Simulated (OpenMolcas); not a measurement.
# V⁴⁺ among point charges: CASSCF and CASPT2 levels and susceptibility

Aim: the splitting of the states of V⁴⁺ in the field of 4 point charges, its lowest levels with spin-orbit coupling and its magnetic susceptibility.

Method: state-averaged CASSCF and CASPT2, spin-orbit coupling by RASSI with atomic mean-field integrals. Code: OpenMolcas 26.06.

### 1 The system

| Quantity | Value |
| --- | --- |
| Species | V⁴⁺ (vanadium, Z = 23, 19 electrons) |
| Basis | ANO-RCC-VDZP [5s4p2d1f], 34 functions |
| Scalar Hamiltonian | DKH2, point nucleus |
| Inactive shells | 1s 2s 2p 3s 3p |
| Active space | 1 electron in 5 orbitals (3d) |
| Some configurations of this space | 3d |
| Orbitals | optimised for each spin and parity, averaged over all roots |

The outer shells:

3d
```
3d [↑ ][  ][  ][  ][  ]
```

The ion sits among 4 point charges of -2 e arranged as a square (D4h), 1.85 Å from the ion.

The work runs as a chain of OpenMolcas steps in one folder; each step below is one input file. Labels, J, g values, rates, χT and fits are worked out afterwards by a script from the matrices that RASSI stores. The input lists half of the charges; inversion (Group=XYZ) makes the rest.

### 2 Basis and integrals

a.inp

```
&GATEWAY
Coord
1

V 0.0 0.0 0.0
Basis=ANO-RCC-VDZP
Group=XYZ
NoMove
AngMom=0.0 0.0 0.0
AMFI
XField
2 Angstrom 0
1.850000 0.000000 0.000000 -2.000000
0.000000 1.850000 0.000000 -2.000000
&SEWARD
```

Launch:

```sh
> OMP_NUM_THREADS=1 MOLCAS_MEM=1689 MOLCAS_PROJECT=a pymolcas a.inp > a.log
```

### 3 Reference wave functions, doublets of even parity, 5 roots

a.inp

```
&RASSCF
FileOrb=start.orb
Symmetry=1
Spin=2
nActEl=1 0 0
Inactive=3 6
Ras2=5 0
CIRoot=5 5 1
SDav=5
CIMx=300
Iter=120 100
PrWF=0.3
OrbListing=Nothing
MaxOrb=0
>>> COPY $Project.JobIph JOB001
```

start.orb holds the contracted functions of the basis, ordered by shell, or the orbitals of the step before.

### 4 State interaction with spin-orbit coupling

a.inp

```
&RASSI
NrOfJobIphs=1 5
1 2 3 4 5
IphNames
JOB001
EJob
SpinOrbit
DIPRint=1.0
SOCoupling=1000.0
Subsets=2
Property=9
'ANGMOM' 1 'ANGMOM' 2 'ANGMOM' 3 'MLTPL  1' 1 'MLTPL  1' 2 'MLTPL  1' 3
'AMFI' 1 'AMFI' 2 'AMFI' 3
SOProperty=3
'ANGMOM' 1 'ANGMOM' 2 'ANGMOM' 3
```

### 5 CASPT2: IPEA 0.25, imaginary shift 0.1 (closed shells correlated: 3s 3p)

a.inp

```
>>> COPY JOB001 $Project.JobIph
&CASPT2
Multistate=5 1 2 3 4 5
NoMult
Frozen=2 3
IPEA=0.25
Imaginary=0.1
MaxIter=60
WThr=0.0 0.3 0.05
PrWF=0.5
NoMix
```

(Steps that only read results are left out.)

Q: Predict the outcome of this session. Wanted: spin-free ground state; first state of the same spin within the active space; lowest level; next level.

As calculated:

| quantity | value |
| --- | --- |
| method | SS-CASPT2, IPEA 0.25, imaginary shift 0.1 (closed shells correlated: 3s 3p) |
| spin-free ground state | 2A1, 1-fold in its orbital part |
| first state of the same spin within the active space | 2E at 2630 cm⁻¹ |
| lowest level | 2-fold E1/2, g = 1.44, 1.44, 1.98 |
| next level | 2572.2 cm⁻¹ |
| χT at 300 K | 0.37 cm³ K/mol |
| effective moment at 300 K | 1.71 μB |

Cost by method:

| method | time of its own steps | time with the reference |
| --- | --- | --- |
| A. CASSCF | 1.3 s | 1.3 s |
| B. SS-CASPT2, IPEA 0.25, imaginary shift 0.1, +3s 3p | 0.41 s | 1.7 s |

Times are of one thread on a shared host.

In words: The spin-free ground state (2A1) comes to 100 % from free-ion D terms and keeps the highest spin of the shell. χT at 300 K is 0.37, against 0.38 cm³ K/mol for the spin alone; near agreement at one temperature doesn't show that the orbital moment is quenched. The field of point charges can differ much from that of real complexes. Point charges carry no covalency, so the field is a model and not that of real ligands.
